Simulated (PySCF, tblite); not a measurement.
# C5H6F2OSi: geometry, infrared bands and NMR shifts

What infrared bands and NMR shifts should C5H6F2OSi (`FC(F)OC1=CC=C[SiH2]1`) show?

Computed with tblite 0.8.0 and PySCF 2.14.0, with density-fitted response routines of our own, on a single molecule in the gas phase. Atoms count from 0, in the outputs and in this text.

**1. The starting structure**

15 atoms, charge 0, multiplicity 1; geometry from: force field or distance geometry start.

Bonds of the start (Å): F0–C1 1.37, C1–F2 1.35, C1–O3 1.42, O3–C4 1.36, C4–C5 1.36, C5–C6 1.45, C6–C7 1.35, C7–Si8 1.88, Si8–C4 1.91, C1–H9 1.08, C5–H10 1.08, C6–H11 1.08, C7–H12 1.09, Si8–H13 1.48, Si8–H14 1.47.

**2. Geometry optimisation with GFN2-xTB**

What the job is given:

```
{"job": {"kind": "relax", "xc": "GFN2-xTB", "basis": "xTB"}, "charge": 0, "multiplicity": 1}
F      3.781900    -0.046800     0.284300
C      2.553100     0.277100    -0.238100
F      2.472600     1.621100    -0.200800
O      1.574500    -0.274500     0.625200
C      0.267700    -0.143200     0.258400
C     -0.275000     0.509100    -0.808100
C     -1.720800     0.456400    -0.908000
C     -2.337000    -0.230300     0.073800
Si    -1.109600    -0.942400     1.308600
H      2.489100    -0.107000    -1.249700
H      0.285000     1.063400    -1.550300
H     -2.245600     0.943400    -1.715100
H     -3.410000    -0.389500     0.188800
H     -1.250400    -0.314700     2.643700
H     -1.079800    -2.414200     1.265500
```

Started as:

```sh
$ OMP_NUM_THREADS=1 python probes_run.py task.json out
```

One launch serves the whole session: the jobs run in the order shown.

**Question.** This job is followed by: GFN2-xTB harmonic vibrations, gas phase; GIAO PBE0/pcSseg-1 NMR shielding, non-relativistic, gas phase. What will the session give for the following? strongest single infrared mode (GFN2-xTB); zero-point energy (GFN2-xTB); ¹³C shifts against TMS (PBE0/pcSseg-1); ¹H shifts against TMS (PBE0/pcSseg-1, means over atoms taken as alike); ¹⁹F shifts against CFCl3 (PBE0/pcSseg-1, means over atoms taken as alike); ¹⁷O shifts against H2O (PBE0/pcSseg-1); ²⁹Si shifts against TMS (PBE0/pcSseg-1); surface potential, 1st and 99th percentile.

**Answer**, as computed:

```
                                                                 quantity                                  value
                                strongest single infrared mode (GFN2-xTB)                  2290 cm⁻¹, 280 km/mol
                                             zero-point energy (GFN2-xTB)                          59.9 kcal/mol
                                   ¹³C shifts against TMS (PBE0/pcSseg-1)  172.2, 156.5, 124.6, 123.0, 121.8 ppm
   ¹H shifts against TMS (PBE0/pcSseg-1, means over atoms taken as alike)       7.15, 6.62, 6.08, 5.71, 4.69 ppm
¹⁹F shifts against CFCl3 (PBE0/pcSseg-1, means over atoms taken as alike)                             -101.7 ppm
                                   ¹⁷O shifts against H2O (PBE0/pcSseg-1)                              183.2 ppm
                                  ²⁹Si shifts against TMS (PBE0/pcSseg-1)                              -51.4 ppm
                                    surface potential, 1st and 99th percentile                     -0.84 V and 1.38 V
```

The optimisation took 57 steps and gained 0.187 eV; among the close pairs (by a distance rule), C1–O3 changed most, from 1.417 to 1.348 Å. No mode is imaginary among the 39: a minimum at this level. The strongest single mode, at 2290 cm⁻¹, moves mainly H13. Unscaled tight-binding wavenumbers are off by several per cent, some by more. Its intensities can rank the bands wrongly. At PBE0/pcSseg-1: Shielding is most anisotropic at C6 (span 233 ppm, paramagnetic term -223 ppm). At PBE0/pcSseg-1, counted by nearest atom on the grid, the HOMO lies on C7 27 %; C4, C5 about 20 % each, the LUMO on C4, C7 about 20 % each; C6 16 %.
